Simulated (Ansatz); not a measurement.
# Hf3SnTe8: the cost of one run

Computed with Ansatz 0.2.0 (DFT PBE, scalar-relativistic, plane waves, PAW, unless a step's input says otherwise).

**1. The structure to begin with**

Symmetry: P-3m1, No. 164, trigonal system. The conventional cell has a = 8.114 Å, b = 8.114 Å, c = 7.378 Å, α = 90.00°, β = 90.00°, γ = 120.00°. Hf (site symmetry 2/m) has 6 Te at 2.90 to 2.93 Å in its first shell of neighbours. Sn (site symmetry -3m) has 6 Te at 3.00 Å in its first shell of neighbours. Te (site symmetry 3m) is surrounded by 3 Hf at 2.93 Å. Te (site symmetry m) has 2 Hf at 2.90 Å and 1 Sn at 3.00 Å in its first shell of neighbours.

Coordinates:

```xyz
12
Lattice="8.1141 0.0000 0.0000 -4.0570 7.0270 0.0000 0.0000 0.0000 7.3776" Properties=species:S:1:pos:R:3 pbc="T T T"
Hf    4.0570    0.0000    0.0000
Hf    2.0285    3.5135    0.0000
Hf   -2.0285    3.5135    0.0000
Sn    0.0000    0.0000    0.0000
Te    4.0570    2.3423    1.7531
Te    1.9529    5.8122    1.7599
Te    0.0000    2.4296    1.7599
Te   -1.9529    5.8122    1.7599
Te    6.0100    1.2148    5.6177
Te    4.0570    4.5974    5.6177
Te    2.1041    1.2148    5.6177
Te    0.0000    4.6847    5.6245
```

The start is the relaxed end of an invented cell (made as: elements ordered on the sites of the HfTe2 type, Sn/Hf on Hf (P-3m1, No. 164)), taken up again for a closer look.

**2. A first look at the guess**

Input file input.yaml:

```yaml
crystal:
  lattice:
    - [8.1140561, 0.0, 0.0]
    - [-4.0570281, 7.0269787, 0.0]
    - [0.0, 0.0, 7.377585]
  atoms:
    - { symbol: Hf, position: [0.5, 0.0, 0.0] }
    - { symbol: Hf, position: [0.5, 0.5, 0.0] }
    - { symbol: Hf, position: [0.0, 0.5, 0.0] }
    - { symbol: Sn, position: [0.0, 0.0, 0.0] }
    - { symbol: Te, position: [0.6666667, 0.3333333, 0.237624] }
    - { symbol: Te, position: [0.654248, 0.827124, 0.238547] }
    - { symbol: Te, position: [0.172876, 0.345752, 0.238547] }
    - { symbol: Te, position: [0.172876, 0.827124, 0.238547] }
    - { symbol: Te, position: [0.827124, 0.172876, 0.761453] }
    - { symbol: Te, position: [0.827124, 0.654248, 0.761453] }
    - { symbol: Te, position: [0.345752, 0.172876, 0.761453] }
    - { symbol: Te, position: [0.3333333, 0.6666667, 0.762376] }
basis:
  ecutwfc: 420
kpoints:
  mp_grid: { grid: [3, 3, 4] }
hamiltonian:
  xc: pbe
scf:
  occupations: { method: gaussian, width: 0.1 }
  lower_state_search: "off"
output:
  forces: true
  stress: true
  eigenvalues: true
```

Run with:

```
ansatz run input.yaml --threads 4 --pin off --max-ram 8192MiB --backend cpu --events-out ev --progress --plain --runs-dir out
```

**Question.** How long does this run take on 4 threads of Arm Neoverse V2, shared host, and how much memory does it need?

About 9.2 s, with a peak of 1.6 GiB.
